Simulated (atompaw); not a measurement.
# Pseudopotential generation for Eu: PAW (atompaw), PBEsol

Task: generate the file, and judge it by its logarithmic derivatives, its ghosts and its cutoff.

Method: atompaw 4.2.0.5, PBEsol, scalar-relativistic.

**1. Settings**

Typed settings, in words:

| Quantity | Value |
| --- | --- |
| element | europium (Eu, Z = 63) |
| type | PAW |
| frozen core | [Kr] |
| valence charge | 27 |
| reference configuration | 4d10 4f7 5s2 5p6 5d0 6s2 6p0 |
| partial waves | 5s (bound): rc 1.70 bohr; 6s (bound): rc 2.95 bohr; 5p (bound): rc 2.50 bohr; 6p (bound, empty): rc 2.95 bohr; 4d (bound): rc 0.90 bohr; 5d (bound, empty): rc 1.30 bohr; 4f (bound): rc 0.85 bohr; 4f channel at 0.2 Ry: rc 0.85 bohr |
| local potential | ultrasoft scheme with l = 4 at 0 Ry, radius 2.90 bohr |
| core correction | smooth core density matched at 2.85 bohr |
| augmentation charge | gaussian compensation charge, radius 2.20 bohr; PAW radius 2.95 bohr; waves and projectors: custom rrkj gramschmidtortho |

**2. The generation run**

Input file Eu.input:

```
Eu 63
GGA-PBESOL scalarrelativistic loggrid 2001 logderivrange -12 5 426
6 6 5 4 0 0
6 1 0
5 2 0
4 3 7
0 0 0
c
c
c
c
v
v
c
c
c
v
v
c
v
v
v
3
2.95 2.20 2.90 2.85
n
n
n
y
0.2
n
custom rrkj gramschmidtortho gaussian
4 0 ultrasoft
1.70
2.95
2.50
2.95
0.90
1.30
0.85
0.85
PWSCFOUT
UPFDX 0.0125d0 UPFXMIN -7.d0 UPFZMESH 63.d0
END
```

On the command line:

```bash
$ atompaw < Eu.input > Eu.log
```

Before running it: what results should come out? Wanted: cutoffs for 10 and 1 mRy, occupied levels; bound ghosts; largest phase difference near zero energy, channels read; lowest eigenvalue of the overlap; share of valence orbitals outside the PAW sphere; UPF file.

As calculated:

```
                                                quantity                                                      value
               cutoffs for 10 and 1 mRy, occupied levels                                     300 Ry and over 300 Ry
                                            bound ghosts                                                 none found
largest phase difference near zero energy, channels read                                                  0.170 rad
         lowest eigenvalue of the overlap (Bessel basis)                                                  0.090 (p)
        share of valence orbitals outside the PAW sphere  5s 1 %, 6s 82 %, 5p 3 %, 6p 95 %, 4d 0 %, 5d 50 %, 4f 2 %
                                                UPF file                                                    written
```

What this shows: The potential is very hard: the looser tolerance needs 300 Ry. The tighter tolerance needs over 300 Ry, and converged work needs a cutoff nearer that. The slowest occupied level is 4f: taken alone it needs 300 Ry to come within 1 mRy, against 230 Ry for 4d. No bound ghost shows below the valence levels. Of the channels read, p scatters worst near zero energy, by up to 0.17 rad. In the s channel the atom's pole at 2.56 Ry sits lower, at 1.99 Ry, in the pseudo curve. These are tests on the free atom; a crystal test is still owed.
